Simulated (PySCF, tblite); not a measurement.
**C6H8BBrF2: geometry, infrared bands and NMR shifts**

What infrared bands and NMR shifts should C6H8BBrF2 (`C[C@@H]1[C@]2(Br)C[C@@]1(B(F)F)C2`) show?

The runs use tblite 0.8.0 and PySCF 2.14.0, with density-fitted response routines of our own; the level of theory stands in each step. All values are computed, except where a source is named. Atoms count from 0, in the outputs and in this text.

**1. The starting structure**

18 atoms, charge 0, multiplicity 1; geometry from: force field or distance geometry start.

Bonds of the start (Å): C0–C1 1.50, C1–C2 1.53, C2–Br3 1.75, C2–C4 1.51, C4–C5 1.50, C5–B6 1.46, B6–F7 1.45, B6–F8 1.46, C5–C9 1.53, C5–C1 1.46, C9–C2 1.53, C0–H10 1.09, C0–H11 1.11, C0–H12 1.12, C1–H13 1.10, C4–H14 1.08, C4–H15 1.12, C9–H16 1.10, C9–H17 1.09.

**2. Relaxing the molecule with GFN2-xTB**

Job settings and geometry (Å):

```
{"job": {"kind": "relax", "xc": "GFN2-xTB", "basis": "xTB"}, "charge": 0, "multiplicity": 1}
C      1.947700    -0.535000    -0.029400
C      0.704800     0.139500    -0.525200
C      0.215300     1.163200     0.493800
Br     1.027700     2.596600     1.097200
C     -0.400000     0.001600     1.231600
C     -0.632300    -0.358100    -0.205300
B     -1.404900    -1.479900    -0.731900
F     -1.728500    -1.557400    -2.142800
F     -2.386200    -2.144200     0.125000
C     -1.063200     1.100700    -0.353000
H      1.819100    -1.333300     0.706100
H      2.506700    -0.892000    -0.924800
H      2.588700     0.265700     0.420500
H      0.813500     0.584700    -1.524800
H      0.255600    -0.599900     1.840700
H     -1.342700     0.298800     1.758700
H     -0.940800     1.390300    -1.404400
H     -1.989300     1.364900     0.156200
```

Run with:

```
> OMP_NUM_THREADS=1 python probes_run.py task.json out
```

One launch serves the whole session: the jobs run in the order shown.

The log of the run:

```text
step      E/eV     max force
  0    -862.32400    6.160
  1    -863.42113    1.874
  2    -863.65878    1.374
  3    -863.76124    0.930
  4    -863.92049    0.566
  5    -863.94580    0.557
  6    -863.98752    0.287
  7    -863.99925    0.205
  8    -864.00523    0.163
  9    -864.00977    0.161
 10    -864.01614    0.152
 11    -864.02096    0.167
 12    -864.02392    0.160
 13    -864.02595    0.140
 14    -864.02831    0.130
 15    -864.03116    0.156
 16    -864.03409    0.165
 17    -864.03677    0.152
 18    -864.03963    0.136
 19    -864.04324    0.183
 20    -864.04734    0.205
 21    -864.05108    0.136
 22    -864.05423    0.142
 23    -864.05716    0.152
 24    -864.06006    0.170
 25    -864.06271    0.143
 26    -864.06486    0.090
 27    -864.06650    0.094
 28    -864.06777    0.085
 29    -864.06875    0.082
 30    -864.06960    0.074
 31    -864.07052    0.088
 32    -864.07150    0.088
 33    -864.07232    0.093
 34    -864.07285    0.057
 35    -864.07320    0.051
 36    -864.07353    0.055
 37    -864.07384    0.044
 38    -864.07410    0.048
 39    -864.07431    0.049
 40    -864.07451    0.035
 41    -864.07472    0.044
 42    -864.07492    0.040
 43    -864.07513    0.048
 44    -864.07538    0.060
 45    -864.07568    0.054
 46    -864.07596    0.048
 47    -864.07613    0.030
 48    -864.07622    0.021
 49    -864.07628    0.019
 50    -864.07637    0.021
 51    -864.07646    0.022
 52    -864.07656    0.021
 53    -864.07665    0.021
 54    -864.07678    0.026
 55    -864.07696    0.039
 56    -864.07723    0.045
 57    -864.07760    0.045
 58    -864.07804    0.058
 59    -864.07853    0.057
 60    -864.07902    0.063
 61    -864.07960    0.059
 62    -864.08025    0.068
 63    -864.08090    0.130
 64    -864.08179    0.092
 65    -864.08272    0.080
 66    -864.08316    0.075
 67    -864.08372    0.055
 68    -864.08423    0.063
 69    -864.08466    0.063
 70    -864.08499    0.063
 71    -864.08531    0.035
 72    -864.08563    0.046
 73    -864.08580    0.036
 74    -864.08600    0.028
 75    -864.08609    0.022
 76    -864.08616    0.019
 77    -864.08621    0.015
 78    -864.08625    0.011
 79    -864.08627    0.010
```

Run time: 1.1 s. Hardware: 1 thread of Arm Neoverse N1, shared host; peak memory 0.18 GiB.

Along the way: (not every step is listed)

```tsv
step	energy from step 0 (eV)	largest force (eV/Å)
0	0.0000	6.1604
1	-1.0971	1.8740
2	-1.3348	1.3741
3	-1.4372	0.9297
4	-1.5965	0.5662
5	-1.6218	0.5566
6	-1.6635	0.2866
7	-1.6753	0.2049
8	-1.6812	0.1631
14	-1.7043	0.1304
20	-1.7233	0.2050
26	-1.7409	0.0903
32	-1.7475	0.0879
38	-1.7501	0.0482
44	-1.7514	0.0597
50	-1.7524	0.0213
56	-1.7532	0.0454
62	-1.7563	0.0684
68	-1.7602	0.0628
74	-1.7620	0.0277
75	-1.7621	0.0216
76	-1.7622	0.0188
77	-1.7622	0.0149
78	-1.7622	0.0111
79	-1.7623	0.0100
```

Distances of close pairs at the start and the end, largest changes first:

```tsv
bond	before (Å)	after (Å)	change (Å)
C2–Br3	1.755	1.940	+0.185
B6–F8	1.462	1.316	-0.147
B6–F7	1.450	1.316	-0.133
C1–C5	1.462	1.571	+0.109
C5–B6	1.460	1.562	+0.102
C4–C5	1.499	1.551	+0.052
C4–H15	1.120	1.087	-0.033
C5–C9	1.528	1.559	+0.031
```

The next job starts from the end point, and lists it.

**3. Harmonic vibrations with GFN2-xTB**

Job settings and geometry (Å):

```
{"job": {"kind": "ir", "xc": "GFN2-xTB", "basis": "xTB"}, "charge": 0, "multiplicity": 1}
C      1.946640    -0.623608    -0.088673
C      0.750040     0.220147    -0.465927
C      0.128336     1.223906     0.515111
Br     1.011228     2.782561     1.258734
C     -0.490185     0.072548     1.307465
C     -0.717968    -0.265308    -0.189443
B     -1.420228    -1.514855    -0.810673
F     -1.523278    -1.695721    -2.110322
F     -1.946823    -2.477459    -0.084603
C     -1.123076     1.230527    -0.363021
H      1.840749    -1.110653     0.875470
H      2.103187    -1.390300    -0.844367
H      2.831538     0.009886    -0.053280
H      0.895677     0.619742    -1.472125
H      0.171452    -0.570526     1.877260
H     -1.380664     0.307816     1.885350
H     -1.031747     1.655352    -1.359639
H     -2.053638     1.532265     0.111024
```

The log of the run:

```text
mode    cm-1     km/mol
  1       5.3      0.02
  2      79.2      3.76
  3      80.7      5.59
  4     111.1      0.27
  5     137.9      0.78
  6     221.9      0.55
  7     236.2      5.59
  8     331.2      2.99
  9     346.0      0.58
 10     386.3      7.20
 11     413.1      1.53
 12     538.0     33.26
 13     556.6      1.87
 14     585.4     15.09
 15     596.3     32.93
 16     808.2     17.69
 17     831.2     15.98
 18     887.6      2.24
 19     936.9     50.33
 20     983.2      0.02
 21     986.2      2.27
 22    1000.0      9.19
 23    1061.6      4.52
 24    1079.4      2.62
 25    1090.5     19.16
 26    1114.8      4.79
 27    1137.0      2.87
 28    1148.4      5.35
 29    1154.6      8.49
 30    1167.9     25.63
 31    1202.7    144.49
 32    1220.3      9.80
 33    1280.8    372.78
 34    1334.1    413.09
 35    1378.9     28.69
 36    1413.4     22.83
 37    1479.2      2.70
 38    1482.9      4.07
 39    1499.2      4.89
 40    1525.0     12.84
 41    2956.3     29.52
 42    3015.5     10.22
 43    3017.8     18.40
 44    3021.5     46.95
 45    3027.3     20.13
 46    3036.7     23.25
 47    3048.4     10.19
 48    3063.9     27.00
```

Wall time 1.2 s (1 thread of Arm Neoverse N1, shared host); peak memory 0.18 GiB.

Which atoms move in the most intense modes:

```tsv
cm⁻¹	km/mol	atoms
538	33.3	B6 49 %
596	32.9	B6 23 %, C9 12 %, C1 10 %
937	50.3	C2 40 %
1203	144.5	C4 12 %, C1 11 %, H13 10 %
1281	372.8	B6 73 %, F8 13 %, F7 13 %
1334	413.1	C5 44 %, B6 36 %
2956	29.5	H13 92 %
3022	47.0	H15 55 %, H17 29 %
```

**4. Nuclear shieldings: PBE0/pcSseg-1**

The job, as its differences from that of step 3:

```diff
@@ -1,2 +1,2 @@
-{"job": {"kind": "ir", "xc": "GFN2-xTB", "basis": "xTB"}, "charge": 0, "multiplicity": 1}
+{"job": {"kind": "nmr", "xc": "PBE0", "basis": "pcSseg-1"}, "charge": 0, "multiplicity": 1}
 C      1.946640    -0.623608    -0.088673
```

Level: GIAO PBE0/pcSseg-1 NMR shielding, non-relativistic, gas phase.

The log of the run:

```text
coarse grid: 73968 points
cycle   1  E = -3031.0042173394  dE =  3.501e-01  |g| = 9.382e-01  |ddm| = 4.037e+00
cycle   2  E = -3030.9572501461  dE =  4.697e-02  |g| = 9.606e-01  |ddm| = 8.959e-01
cycle   3  E = -3031.0871623465  dE = -1.299e-01  |g| = 1.926e-01  |ddm| = 5.669e-01
cycle   4  E = -3031.0920433946  dE = -4.881e-03  |g| = 4.772e-02  |ddm| = 1.156e-01
cycle   5  E = -3031.0923877349  dE = -3.443e-04  |g| = 1.393e-02  |ddm| = 5.326e-02
cycle   6  E = -3031.0924364128  dE = -4.868e-05  |g| = 3.178e-03  |ddm| = 2.009e-02
cycle   7  E = -3031.0924386742  dE = -2.261e-06  |g| = 1.057e-03  |ddm| = 3.791e-03
final grid: 157720 points
cycle   8  E = -3031.0923989169  dE =  1.794e-07  |g| = 1.519e-03  |ddm| = 3.769e-03
cycle   9  E = -3031.0923981861  dE =  7.308e-07  |g| = 2.327e-03  |ddm| = 3.378e-03
cycle  10  E = -3031.0923994451  dE = -1.259e-06  |g| = 1.542e-04  |ddm| = 2.096e-03
cycle  11  E = -3031.0923994513  dE = -6.162e-09  |g| = 2.300e-05  |ddm| = 1.762e-04
cycle  12  E = -3031.0923994514  dE = -6.548e-11  |g| = 7.200e-06  |ddm| = 2.208e-05
converged SCF energy = -3031.0923994514

GIAO shielding tensors (ppm)
atom      isotropic    diamagn.    paramagn.     s11        s22        s33       span
  0 C      174.385     245.253     -70.867    162.480    171.042    189.634     27.154
  1 C      114.921     248.380    -133.458     97.797    118.655    128.312     30.515
  2 C      130.481     245.569    -115.088    100.728    108.753    181.963     81.235
  3 Br    2148.650    3121.515    -972.866   1648.035   1758.900   3039.014   1390.979
  4 C      130.188     250.669    -120.482    113.068    125.149    152.346     39.278
  5 C      158.229     253.514     -95.285    145.320    152.200    177.167     31.847
  6 B       76.721     192.641    -115.920     56.062     82.595     91.506     35.443
  7 F      246.641     467.973    -221.332     66.640    295.142    378.142    311.502
  8 F      239.459     467.334    -227.875     58.190    291.474    368.712    310.522
  9 C      122.827     252.962    -130.135    113.166    122.321    132.993     19.827
 10 H       30.402      29.848       0.554     25.715     30.169     35.322      9.607
 11 H       30.554      28.796       1.757     25.751     28.090     37.820     12.069
 12 H       30.241      28.059       2.182     25.126     28.735     36.864     11.737
 13 H       29.098      32.571      -3.473     25.410     29.432     32.452      7.042
 14 H       29.052      31.874      -2.822     25.292     28.488     33.376      8.084
 15 H       29.575      31.669      -2.094     26.688     27.373     34.665      7.976
 16 H       29.565      31.798      -2.233     26.658     26.993     35.045      8.387
 17 H       29.464      31.876      -2.413     26.704     26.759     34.928      8.223
```

Run time: 88 s. Hardware: 1 thread of Arm Neoverse N1, shared host; peak memory 1.1 GiB.

Shifts follow as δ = σ(reference) − σ, with reference shieldings (ppm) from runs at the same level and on the same kind of geometry: 1H TMS 31.72, 13C TMS 186.9, 19F CFCl3 170.9, 11B BF3·OEt2 100.1, 79Br HBr 2622. The references are single molecules in the gas phase, so shifts against H2O, NH3, PH3, H3PO4 or CFCl3 are not on the usual liquid scales and can be off by tens of ppm. Atoms listed in one row are averaged.

```tsv
atoms	environment	σ (ppm)	δ (ppm)	δ scaled to CDCl3
C1	sp3 CH in a ring	114.9	72.0	68.4
C9	sp3 CH2 in a ring	122.8	64.1	60.6
C4	sp3 CH2 in a ring	130.2	56.7	53.5
C2	fully substituted sp3 carbon bonded to Br	130.5	56.4	38.3
C5	fully substituted sp3 carbon bonded to B	158.2	28.7	26.1
C0	methyl carbon	174.4	12.5	10.3
H14	hydrogen on an sp3 CH2 in a ring	29.05	2.67	2.62
H13	hydrogen on an sp3 CH in a ring	29.10	2.62	2.57
H17	hydrogen on an sp3 CH2 in a ring	29.46	2.25	2.23
H16	hydrogen on an sp3 CH2 in a ring	29.57	2.15	2.13
H15	hydrogen on an sp3 CH2 in a ring	29.58	2.14	2.12
H10, H11, H12	hydrogen on a methyl carbon	30.40	1.32	1.35
Br3	bromine bonded to C	2149	473	–
B6	boron bonded to C, 2 F	76.7	23.3	–
F7, F8	fluorine bonded to B	243.1	-72.1	–
```

The scaled column applies a straight-line fit of computed shieldings to shifts measured in CDCl3, with any fitted terms for Cl, Br or S neighbours, and one for carbons that bear F (root-mean-square error 0.16 ppm for H, 1.9 ppm for C).

Charges from the same density, by scheme (e):

```tsv
atoms	Mulliken	IAO	Hirshfeld	ESP fit
C0	-0.17	-0.43	-0.12	-0.47
C1	-0.21	-0.08	-0.02	0.14
C2	-0.18	-0.01	0.02	-0.04
Br3	-0.16	-0.08	-0.08	-0.09
C4	-0.03	-0.24	-0.07	-0.26
C5	-0.44	-0.15	-0.06	-0.26
B6	0.75	0.72	0.32	0.86
F7, F8	-0.28	-0.31	-0.14	-0.33
C9	-0.01	-0.23	-0.07	-0.37
```

Mayer bond orders: C0–C1 1.07, C1–C2 0.87, C2–Br3 1.00, C2–C4 0.91, C4–C5 0.91, C5–B6 0.95, B6–F7 1.15, B6–F8 1.15, C5–C9 0.92, C5–C1 0.87, C9–C2 0.91.

Ring of atoms C1, C2, C4, C5: NICS(0) -15.7, NICS(1) -17.3, NICS(1)zz -12.1 ppm (means of both faces; NICS(1) differs between them: -30.5 and -4.2).

The two faces differ (NICS(1)zz -19.6 and -4.5 ppm).

In rings of three or four atoms NICS is ruled by the nearby σ bonds, so it says little on aromaticity.

Ring of atoms C1, C2, C5, C9: NICS(0) -15.5, NICS(1) -18.0, NICS(1)zz -12.0 ppm (means of both faces; NICS(1) differs between them: -31.5 and -4.6).

The two faces differ (NICS(1)zz -3.3 and -20.8 ppm).

In rings of three or four atoms NICS is ruled by the nearby σ bonds, so it says little on aromaticity.

**5. Summary of results**

| quantity | value |
| --- | --- |
| strongest single infrared mode (GFN2-xTB) | 1334 cm⁻¹, 413 km/mol |
| zero-point energy (GFN2-xTB) | 82.9 kcal/mol |
| 13C shifts against TMS (PBE0/pcSseg-1) | 72.0, 64.1, 56.7, 56.4, 28.7, 12.5 ppm |
| 1H shifts against TMS (PBE0/pcSseg-1, means over atoms taken as alike) | 2.67, 2.62, 2.25, 2.15, 2.14, 1.32 ppm |
| 79Br shifts against HBr (PBE0/pcSseg-1) | 473 ppm |
| 11B shifts against BF3·OEt2 (PBE0/pcSseg-1) | 23.3 ppm |
| 19F shifts against CFCl3 (PBE0/pcSseg-1, means over atoms taken as alike) | -72.1 ppm |

**Reading.** Over 79 steps the energy fell by 1.762 eV; of the close pairs, C2–Br3 changed most, 1.755 to 1.940 Å. No mode is imaginary among the 48: a minimum at this level. The strongest single mode, at 1334 cm⁻¹, moves mainly C5 and B6. GFN2-xTB is a fitted tight-binding method: band positions and strengths are rough. Its intensities can rank the bands wrongly. C2 stands next to heavy halogen, whose spin-orbit shielding this run leaves out, so the computed shift lies too far downfield, most of all for carbon beside Br or I. At PBE0/pcSseg-1: Shielding is most anisotropic at Br3 (span 1391 ppm, paramagnetic term -973 ppm). Spin-orbit coupling is left out, which matters for shieldings and couplings at and beside the heavy atoms.
